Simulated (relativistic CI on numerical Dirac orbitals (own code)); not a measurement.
**W³⁺: resonant inelastic X-ray scattering at the L2,3 edge**

Which low excitations of W³⁺ show in RIXS, and at which incident energy? 6 crystal fields.

Method: Dirac-Coulomb-Breit CI, KLI orbitals optimised for each configuration, model QED (radiative potential, 1s self-energy scaled to tabulated hydrogen-like ionisation energies), valence Slater integrals scaled by 0.9, Kramers-Heisenberg scattering through one core-hole configuration in a parametric crystal field. Code: relativistic CI on numerical Dirac orbitals (own code) version 3.

## Step 1: The system

- ion: W³⁺ (W IV)
- nuclear charge: 74
- electrons: 71
- configurations: [Xe] 4f14 5d3 → [He] 2s2 2p5 3s2 3p6 3d10 4s2 4p6 4d10 4f14 5s2 5p6 5d4
- temperature: 300 K
- core-hole width: 3 eV
- field 1 (cm⁻¹): Td, 10Dq = -3100
- field 2 (cm⁻¹): Td, 10Dq = -7050
- field 3 (cm⁻¹): Td, 10Dq = -10950
- field 4 (cm⁻¹): Td, 10Dq = -14850
- field 5 (cm⁻¹): Td, 10Dq = -18800
- field 6 (cm⁻¹): Td, 10Dq = -22700

## Step 2: Field 1: Td, 10Dq = -3100

Settings, as recorded:

```ini
atom W  Z=74  charge=3  electrons=71
nucleus A=184  rms_radius_fm=5.3658
hamiltonian dirac-coulomb  breit=on  qed=on  c_scale=1
orbitals kli  potential=per-configuration
slater_scale 0.9
correlation none
mixing on
configurations
  [Xe] 4f14 5d3
  [He] 2s2 2p5 3s2 3p6 3d10 4s2 4p6 4d10 4f14 5s2 5p6 5d4
end
rixs L2,3 T=300 core_hole_width=3.0
crystal_field Td 10Dq=-3100
```

Run with:

```sh
$ python run_levels.py task.json out
```

task.json lists these runs, among others, and the program works through them in turn.

Results of the run (chosen fields of its result record, rounded):

```text
{
  "status": "converged",
  "incident [eV]": [10205.2],
  "losses [loss_eV, degeneracy, irrep, S, I1]": [
    [7.864e-12, 4, "G8", 1.442, 2207],
    [0.281, 2, "G7", 1.484, 37.98],
    [0.4512, 4, "G8", 1.475, 33.92],
    [0.7701, 2, "G6", 1.461, 7.656],
    [0.7743, 4, "G8", 1.45, 12.82],
    [0.8048, 2, "G7", 1.45, 8.641],
    [1.014, 2, "G6", 1.387, 4.588],
    [1.074, 4, "G8", 1.338, 3.17],
    [1.342, 4, "G8", 1.261, 5.134],
    [1.556, 4, "G8", 1.108, 52.95],
    [1.697, 2, "G6", 1.268, 100],
    [1.816, 4, "G8", 0.8979, 13.77],
    [1.92, 2, "G7", 0.5929, 1.449],
    [1.932, 2, "G6", 0.6775, 2.003],
    [2.009, 4, "G8", 0.7185, 3.995],
    [2.167, 2, "G6", 0.6986, 3.129],
    [2.228, 4, "G8", 1.302, 3.716],
    [2.23, 2, "G7", 1.447, 0.9973],
    [2.267, 4, "G8", 0.8742, 1.439],
    [2.571, 4, "G8", 0.9008, 33.33],
    [2.609, 2, "G6", 0.7352, 17.41],
    [2.701, 4, "G8", 0.5934, 6.147],
    "... 16 more rows left out ..."
  ],
  "ground_S": 1.44203
}
```

It took 3.6 s on 1 thread of Intel Xeon Platinum 8375C at 2.90GHz, shared host.

## Step 3: Field 2: Td, 10Dq = -7050

The settings differ from step 2 so:

```diff
@@ -12,2 +12,2 @@
 rixs L2,3 T=300 core_hole_width=3.0
-crystal_field Td 10Dq=-3100
+crystal_field Td 10Dq=-7050
```

Main fields:

```text
{
  "status": "converged",
  "incident [eV]": [10205.1],
  "losses [loss_eV, degeneracy, irrep, S, I1]": [
    [1.191e-11, 4, "G8", 1.416, 4102],
    [0.2542, 2, "G7", 1.489, 69.42],
    [0.5088, 4, "G8", 1.473, 44.32],
    [0.7656, 2, "G6", 1.462, 35.71],
    [1.024, 4, "G8", 1.327, 46.32],
    [1.106, 2, "G7", 1.406, 31.1],
    [1.146, 4, "G8", 0.9734, 56.59],
    [1.277, 2, "G6", 1.339, 19.42],
    [1.498, 4, "G8", 1.199, 58.3],
    [1.853, 2, "G6", 0.9078, 100],
    [1.878, 4, "G8", 0.978, 34.79],
    [1.926, 4, "G8", 1.057, 61.44],
    [1.96, 2, "G7", 0.6701, 4.083],
    [2.006, 2, "G6", 0.9512, 52.67],
    [2.166, 4, "G8", 1.007, 4.713],
    [2.445, 4, "G8", 1.103, 7.503],
    [2.486, 2, "G6", 1.007, 21.89],
    [2.524, 2, "G7", 1.414, 7.666],
    [2.586, 4, "G8", 1.349, 13.49],
    [2.797, 2, "G6", 0.6339, 16.14],
    [2.797, 4, "G8", 0.8741, 19.3],
    [2.996, 4, "G8", 0.7257, 16.79],
    "... 17 more rows left out ..."
  ],
  "ground_S": 1.41584
}
```

It took 3.6 s on 1 thread of Intel Xeon Platinum 8375C at 2.90GHz, shared host.

## Step 4: Field 3: Td, 10Dq = -10950

The settings differ from step 3 so:

```diff
@@ -12,2 +12,2 @@
 rixs L2,3 T=300 core_hole_width=3.0
-crystal_field Td 10Dq=-7050
+crystal_field Td 10Dq=-10950
```

Main fields:

```text
{
  "status": "converged",
  "incident [eV]": [10204.9],
  "losses [loss_eV, degeneracy, irrep, S, I1]": [
    [1.335e-11, 4, "G8", 1.327, 4815],
    [0.2929, 2, "G7", 1.492, 67.83],
    [0.5528, 4, "G8", 1.463, 54.94],
    [0.7913, 2, "G6", 1.469, 55.48],
    [0.8959, 4, "G8", 0.8141, 80.82],
    [1.41, 4, "G8", 1.28, 74.94],
    [1.478, 2, "G7", 1.261, 52.01],
    [1.605, 2, "G6", 1.072, 36.3],
    [1.775, 4, "G8", 1.109, 67.69],
    [2.004, 2, "G6", 0.9672, 75.64],
    [2.082, 4, "G8", 1.065, 42.26],
    [2.092, 2, "G7", 0.8775, 4.824],
    [2.18, 4, "G8", 0.9727, 100],
    [2.226, 2, "G6", 0.9454, 63.01],
    [2.428, 4, "G8", 0.8235, 10.35],
    [2.845, 2, "G6", 1.291, 37.89],
    [2.923, 2, "G7", 1.358, 20.4],
    [2.932, 4, "G8", 1.274, 24.94],
    [3.051, 4, "G8", 1.339, 25.35],
    [3.135, 4, "G8", 1.115, 15.05],
    [3.197, 2, "G6", 0.5422, 6.972],
    [3.403, 4, "G8", 0.78, 24.28],
    "... 17 more rows left out ..."
  ],
  "ground_S": 1.32747
}
```

It took 3.7 s on 1 thread of Intel Xeon Platinum 8375C at 2.90GHz, shared host.

## Step 5: Field 4: Td, 10Dq = -14850

The settings differ from step 4 so:

```diff
@@ -12,2 +12,2 @@
 rixs L2,3 T=300 core_hole_width=3.0
-crystal_field Td 10Dq=-10950
+crystal_field Td 10Dq=-14850
```

Main fields:

```text
{
  "status": "converged",
  "incident [eV]": [10205.0, 11542.4],
  "losses [loss_eV, degeneracy, irrep, S, I1, I2]": [
    [1.269e-11, 4, "G8", 1.104, 3531, 306.6],
    [0.4362, 2, "G7", 1.494, 30.96, 28.11],
    [0.6634, 4, "G8", 1.37, 45.86, 33.66],
    [0.7964, 4, "G8", 1.177, 41.69, 9.484],
    [0.9213, 2, "G6", 1.474, 32.46, 7.933],
    [1.799, 4, "G8", 1.037, 58.6, 53.86],
    [1.85, 2, "G7", 0.9236, 48.13, 10.91],
    [1.878, 2, "G6", 0.7055, 34.66, 20.52],
    [2.056, 4, "G8", 0.7224, 100, 7.52],
    [2.314, 2, "G6", 0.859, 67.15, 5.056],
    [2.446, 2, "G7", 1.223, 2.37, 0.5318],
    [2.469, 4, "G8", 1.115, 70.79, 9.475],
    [2.55, 4, "G8", 1.211, 35.4, 10.35],
    [2.597, 2, "G6", 1.235, 15.85, 1.771],
    [2.723, 4, "G8", 0.986, 8.765, 2.051],
    [3.359, 2, "G6", 1.402, 16.64, 0.8078],
    [3.428, 2, "G7", 1.242, 23.69, 1.064],
    [3.447, 4, "G8", 1.118, 53.13, 15.13],
    [3.567, 4, "G8", 1.283, 12.75, 1.533],
    [3.714, 4, "G8", 1.098, 7.601, 2.077],
    [3.77, 2, "G6", 0.5321, 2.866, 0.1885],
    [3.884, 2, "G7", 0.8784, 2.854, 0.3392],
    "... 14 more rows left out ..."
  ],
  "ground_S": 1.10404
}
```

Wall time 3.6 s (1 thread of Intel Xeon Platinum 8375C at 2.90GHz, shared host).

## Step 6: Field 5: Td, 10Dq = -18800

The settings differ from step 5 so:

```diff
@@ -12,2 +12,2 @@
 rixs L2,3 T=300 core_hole_width=3.0
-crystal_field Td 10Dq=-14850
+crystal_field Td 10Dq=-18800
```

Main fields:

```text
{
  "status": "converged",
  "incident [eV]": [10205.2, 11543.0],
  "losses [loss_eV, degeneracy, irrep, S, I1, I2]": [
    [1.074e-11, 4, "G8", 0.8226, 2150, 172.5],
    [0.7309, 2, "G7", 1.495, 11.36, 15.05],
    [0.8654, 4, "G8", 1.34, 41.34, 21.17],
    [1.021, 4, "G8", 1.437, 18.34, 22.3],
    [1.205, 2, "G6", 1.478, 12.02, 7.58],
    [2.205, 2, "G6", 0.5854, 28.43, 23.11],
    [2.218, 4, "G8", 0.7634, 47.14, 32.05],
    [2.241, 2, "G7", 0.6723, 34.34, 10.15],
    [2.404, 4, "G8", 0.6466, 100, 9.098],
    [2.697, 2, "G6", 0.632, 42.41, 4.222],
    [2.907, 4, "G8", 0.728, 63.35, 9.489],
    [3.101, 2, "G7", 1.402, 0.7379, 0.3216],
    [3.235, 4, "G8", 1.441, 4.011, 1.882],
    [3.266, 2, "G6", 1.423, 3.855, 0.6244],
    [3.283, 4, "G8", 1.265, 3.246, 0.8653],
    [3.988, 4, "G8", 0.7974, 52, 14.21],
    [4.041, 2, "G7", 1.018, 21.68, 1.294],
    [4.074, 2, "G6", 1.436, 3.877, 0.2282],
    [4.254, 4, "G8", 1.362, 3.381, 0.7072],
    [4.406, 4, "G8", 1.318, 2.034, 1.12],
    [4.522, 2, "G6", 0.539, 1.142, 0.05423],
    [4.524, 2, "G7", 1.124, 2.415, 0.1729],
    "... 11 more rows left out ..."
  ],
  "ground_S": 0.822624
}
```

It took 3.8 s on 1 thread of Intel Xeon Platinum 8375C at 2.90GHz, shared host.

## Step 7: Field 6: Td, 10Dq = -22700

The settings differ from step 6 so:

```diff
@@ -12,2 +12,2 @@
 rixs L2,3 T=300 core_hole_width=3.0
-crystal_field Td 10Dq=-18800
+crystal_field Td 10Dq=-22700
```

Main fields:

```text
{
  "status": "converged",
  "incident [eV]": [10205.4, 11543.4],
  "losses [loss_eV, degeneracy, irrep, S, I1, I2]": [
    [9.581e-12, 4, "G8", 0.6641, 1725, 149.4],
    [1.123, 2, "G7", 1.496, 6.944, 10.79],
    [1.2, 4, "G8", 1.416, 43.56, 24.28],
    [1.399, 4, "G8", 1.466, 13.77, 23.93],
    [1.588, 2, "G6", 1.48, 6.131, 7.013],
    [2.606, 2, "G6", 0.5514, 27.56, 24.11],
    [2.654, 4, "G8", 0.6253, 52.69, 25.95],
    [2.668, 2, "G7", 0.5804, 29.95, 10.42],
    [2.827, 4, "G8", 0.6072, 100, 9.65],
    [3.128, 2, "G6", 0.5631, 35.17, 5.226],
    [3.36, 4, "G8", 0.6127, 54.07, 9.345],
    [4.043, 4, "G8", 1.386, 1.53, 0.6278],
    [4.068, 4, "G8", 1.463, 2.273, 0.6847],
    [4.09, 2, "G6", 1.464, 1.717, 0.2962],
    [4.519, 4, "G8", 0.641, 49.46, 17.42],
    [4.655, 2, "G7", 0.78, 24.39, 1.665],
    [4.904, 2, "G6", 1.446, 1.37, 0.1129],
    [5.067, 4, "G8", 1.403, 1.713, 0.3124],
    [5.219, 4, "G8", 1.427, 0.4847, 0.7314],
    [5.293, 2, "G7", 1.319, 1.247, 0.09359],
    [5.375, 2, "G6", 0.547, 0.6307, 0.03718],
    [5.705, 4, "G8", 0.5907, 2.703, 0.4208],
    "... 9 more rows left out ..."
  ],
  "ground_S": 0.664144
}
```

Run time: 3.4 s. Hardware: 1 thread of Intel Xeon Platinum 8375C at 2.90GHz, shared host.

## Step 8: The fields side by side

| field | S, thermal mean | first incident energy (eV) | lowest loss over 0.08 eV (eV) | strongest such loss there (eV) | its level |
| --- | --- | --- | --- | --- | --- |
| 1: Td | 1.44 | 10205.2 | 0.281 | 1.697 | G6, S = 1.3 |
| 2: Td | 1.42 | 10205.1 | 0.254 | 1.853 | G6, S = 0.9 |
| 3: Td | 1.33 | 10204.9 | 0.293 | 2.180 | G8, S = 1.0 |
| 4: Td | 1.10 | 10205.0 | 0.436 | 2.056 | G8, S = 0.7 |
| 5: Td | 0.82 | 10205.2 | 0.731 | 2.404 | G8, S = 0.6 |
| 6: Td | 0.66 | 10205.4 | 1.123 | 2.827 | G8, S = 0.6 |

## Step 9: Results

```
                            quantity       value
          incident energies, field 1  10205.2 eV
strongest loss over 0.08 eV, field 1     1.70 eV
```

In field 1 the strongest loss over 0.08 eV at the first resonance is 1.70 eV (G6, S = 1.3). Spin-orbit coupling in the valence shell mixes spin states, so S is only an average. The ground spin differs between the fields. Only the lowest levels kept in the record count, and labels are spin-orbit irreps. Polarisations are summed, and charge-transfer losses are outside the model.
